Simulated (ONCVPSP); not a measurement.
# An ONCV potential for fluorine, from input to tests

Task: generate the file, and judge it by its errors in other configurations, its logarithmic derivatives, its ghosts and its cutoff.

Program: ONCVPSP 4.0.1. Reference atom: revPBE, scalar-relativistic, spherical and spin-unpolarised. All values are calculated.

### Step 1. Starting point

Typed settings, in words:

- element: fluorine (F, Z = 9)
- type: optimised norm-conserving Vanderbilt (ONCV)
- frozen core: [He]
- valence charge: 7
- reference configuration: 2s2 2p5
- partial waves: 2s: rc 0.80 bohr, ncon 5, nbas 9, qcut 10.3 1/bohr, 1 projector; 2p: rc 1.40 bohr, ncon 4, nbas 7, qcut 8.5 1/bohr, 2 projectors, debl 1.6 Ha; d scattering state at 0.22 Ha: rc 1.40 bohr, ncon 4, nbas 7, qcut 6.1 1/bohr, 2 projectors, debl 1.4 Ha
- local potential: polynomial inside 0.70 bohr (lpopt 5, dvloc0 0 Ha)
- core correction: Teter function, fcfact 3, rcfact 1.55

The outer shells as boxes (Hund's rule for the drawing; the calculation is spin-unpolarised):

```
[He] core
2s [↑↓]
2p [↑↓][↑↓][↑ ]
```

### Step 2. Generation

File F.dat:

```
# ATOM AND REFERENCE CONFIGURATION
# atsym  z   nc   nv     iexc    psfile
  F 9.00    1    2  -102130      upf
#
#   n    l    f
    1    0    2.00
    2    0    2.00
    2    1    5.00
#
# PSEUDOPOTENTIAL AND OPTIMIZATION
# lmax
    2
#
#   l,   rc,      ep,       ncon, nbas, qcut
    0    0.80    0.00    5    9   10.30
    1    1.40    0.00    4    7    8.50
    2    1.40    0.22    4    7    6.10
#
# LOCAL POTENTIAL
# lloc, lpopt,  rc(5),   dvloc0
    4    5    0.70    0.00
#
# VANDERBILT-KLEINMAN-BYLANDER PROJECTORs
# l, nproj, debl
    0    1    3.60
    1    2    1.60
    2    2    1.40
#
# MODEL CORE CHARGE
# icmod, fcfact, rcfact
    3    3.00    1.55
#
# LOG DERIVATIVE ANALYSIS
# epsh1, epsh2, depsh
   -3.00    5.00    0.02
#
# OUTPUT GRID
# rlmax, drl
    6.00    0.01
#
# TEST CONFIGURATIONS
# ncnf
    4
# nvcnf
#   n    l    f
    2
    2    0    2.00
    2    1    4.00
#
    2
    2    0    2.00
    2    1    3.00
#
    2
    2    0    2.00
    2    1    2.00
#
    2
    2    0    2.00
    2    1    1.00
#
```

Launch:

```sh
$ oncvpsp.x < F.dat > F.out
```

Before running it: what results should come out? Wanted: cutoffs for 1 and 0.1 mHa per electron, occupied waves; bound ghosts; GHOST(+) flags; largest test error; largest phase difference near zero energy, channels read; rms error of d²Exc/dn², without and with the model core.

As calculated:

| quantity | value |
| --- | --- |
| cutoffs for 1 and 0.1 mHa per electron, occupied waves | 52 Ha and 251 Ha |
| bound ghosts | none found |
| GHOST(+) flags | none at low energy |
| largest test error (AE − PS) | +3020 meV, for 2s2 2p1 |
| largest phase difference near zero energy, channels read | 0.001 rad |
| rms error of d²Exc/dn², without and with the model core | 1.64 and 1.88 mHa |

**Reading.** By total energies transferability is poor: the largest error is 3020 meV on 203.9 eV, for 2s2 2p1. That test lies far up in energy; among those under 40 eV, nearer to bonding, the largest error is 39 meV. By its cutoff, 52 Ha for the looser tolerance, it is hard. The tighter tolerance needs 251 Ha, and converged work needs a cutoff nearer that. At the looser tolerance the 2s wave is the slowest; 2p needs 31 Ha. No bound ghost shows below the valence levels. Near zero energy the phases of the channels with partial waves agree within 0.001 rad. These are tests on the free atom; a crystal test is still owed.
